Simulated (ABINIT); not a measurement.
A run of ABINIT 10.8.3 (patched build):

File run.abi:

```
# Pseudopotentials
pp_dirpath "./"
pseudos "Si.upf, Te.upf"

# Structure
acell 3.71433588 3.7143358798 4.97637256 Angstrom
rprim
     1.0000000000     0.0000000000     0.0000000000
    -0.5000000000     0.8660254038     0.0000000000
     0.0000000000     0.0000000000     1.0000000000
ntypat 2
znucl 14 52
natom 2
typat 1 2
xred
     0.0000000000     0.0000000000     0.5000000000
     0.0000000000     0.0000000000     0.0000000000

# Plane-wave basis
ecut 39.0

# k points
kptopt 1
ngkpt 6 6 4
nshiftk 1
shiftk 0.0 0.0 0.0

# Exchange and correlation
ixc 7

# Bands and occupations
nband 18
occopt 3
tsmear 0.05 eV

# SCF cycle
nstep 100
tolvrs 1.0e-10

# Output
iomode 3
prtwf 0
prtden 0
prteig 0
prtebands 0
enunit 1
```

Potentials or basis: PseudoDojo NC SR LDA v0.4 stringent.

Launch:

```console
$ abinit run.abi > log 2>&1
```

Hardware: 1 thread of Intel(R) Xeon(R) 6975P-C (Granite Rapids), with other jobs on the host.

**Question.** How long does it take, and how much memory?

**Answer.** Wall time 29 s on 1 thread of Intel(R) Xeon(R) 6975P-C (Granite Rapids) (shared host), peak memory 0.09 GiB. Counts: scf iterations 9, mpi ranks 1, k points 21, bands 18, plane waves 4698.
